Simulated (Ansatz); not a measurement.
**CH7InO2SSi: one species, many functionals**

The task here is to estimate one member of a computed series from the others.

Program: Ansatz 0.2.0, Gaussian basis. Level of theory: functionals in def2-TZVPP. These are calculated values, not measurements.

Levels to be run: LDA (SPW92), PBE-D4, revPBE-D4, BLYP-D4, r2SCAN-D4, B97M-V, PBE0-D4, B3LYP-D4, r2SCANh-D4, r2SCAN0-D4, HSE06-D4, BHLYP-D4, CAM-B3LYP-D4, LC-ωPBE, ωB97X-V, ωB97M-V.

## The relaxed structure

An earlier PBE0-D4 in a triple-zeta def2 set relaxation fixed the geometry. In takes the def2 core potential; no spin-orbit term is included.

SMILES `C[O][In]([SH])[O][SiH3]`, 13 atoms, charge 0, spin multiplicity 1.

Atoms are counted from 1 here; the program's logs count them from 0.

Bond lengths: C1–O2 1.408 Å, C1–H7 1.095 Å, C1–H8 1.097 Å, C1–H9 1.097 Å, O2–In3 1.968 Å, In3–S4 2.347 Å, In3–O5 1.978 Å, S4–H10 1.345 Å, O5–Si6 1.627 Å, Si6–H11 1.492 Å, Si6–H12 1.488 Å, Si6–H13 1.492 Å. Angles: O2–C1–H7 107.9°, O2–C1–H8 112.8°, O2–C1–H9 112.7°, H7–C1–H8 107.6°, H7–C1–H9 107.7°, H8–C1–H9 107.9°, C1–O2–In3 121.4°, O2–In3–S4 125.7°, O2–In3–O5 116.4°, S4–In3–O5 117.9°, In3–S4–H10 91.4°, In3–O5–Si6 139.8°, O5–Si6–H11 111.6°, O5–Si6–H12 109.3°, O5–Si6–H13 111.6°, H11–Si6–H12 108.4°, H11–Si6–H13 107.4°, H12–Si6–H13 108.4°.

Set-up of the first run:

in.yaml reads:

```yaml
crystal:
  periodic: [false, false, false]
  atoms:
    - {symbol: C, position_ang: [-0.266703, -0.860098, 1.977941]}
    - {symbol: O, position_ang: [0.893322, -0.070268, 1.858333]}
    - {symbol: In, position_ang: [1.358435, 0.817495, 0.164558]}
    - {symbol: S, position_ang: [3.242230, 2.168782, -0.200420]}
    - {symbol: O, position_ang: [0.117881, 0.527942, -1.348897]}
    - {symbol: Si, position_ang: [-1.277356, -0.239761, -1.681340]}
    - {symbol: H, position_ang: [-0.293780, -1.265879, 2.994090]}
    - {symbol: H, position_ang: [-0.278423, -1.707688, 1.281020]}
    - {symbol: H, position_ang: [-1.188352, -0.284851, 1.824083]}
    - {symbol: H, position_ang: [2.887499, 2.376359, -1.481240]}
    - {symbol: H, position_ang: [-2.385642, 0.227242, -0.797845]}
    - {symbol: H, position_ang: [-1.658842, 0.025637, -3.094410]}
    - {symbol: H, position_ang: [-1.150279, -1.714902, -1.495861]}
basis:
  gaussian: {orbitals: def2-TZVPP}
hamiltonian: {xc: lda}
output: {orbitals: {seedname: orbitals}}
```

Steps of the session up to this table: LDA; PBE-D4 (GGA); revPBE-D4 (GGA); BLYP-D4 (GGA); r2SCAN-D4 (meta-GGA); B97M-V (meta-GGA); PBE0-D4 (hybrid); B3LYP-D4 (hybrid); r2SCANh-D4 (hybrid); r2SCAN0-D4 (hybrid); HSE06-D4 (hybrid); BHLYP-D4 (hybrid); CAM-B3LYP-D4 (range-separated); LC-ωPBE (range-separated); ωB97X-V (range-separated); ωB97M-V (range-separated).

One table of the session follows, with a row left open; its other results are not shown here.

It belongs to the step «Orbital energies across the functionals». 

```
  functional  HOMO (eV)  LUMO (eV)  gap (eV)
 LDA (SPW92)      -6.51      -3.20      3.30
      PBE-D4      -6.35      -2.90      3.45
   revPBE-D4      -6.29      -2.77      3.52
     BLYP-D4      -6.25      -2.84      3.41
   r2SCAN-D4      -6.66      -2.68      3.98
      B97M-V      -6.78      -2.81      3.97
     PBE0-D4      -7.83      -2.01      5.82
    B3LYP-D4      -7.58      -2.31      5.28
  r2SCANh-D4      -7.22      -2.36      4.85
  r2SCAN0-D4      -8.04      -1.88      6.16
    HSE06-D4      -7.42      -2.37      5.05
    BHLYP-D4      -9.06      -1.12      7.94
CAM-B3LYP-D4      -9.22      -1.05      8.17
     LC-ωPBE          ?          ?         ?
     ωB97X-V     -10.24       0.05     10.29
     ωB97M-V     -10.13      -0.14      9.99
```

Q: Estimate the row for LC-ωPBE from the others.

As computed: HOMO (eV): -10.59; LUMO (eV): 0.26; gap (eV): 10.84. In the column «HOMO (eV)» it is the lowest.
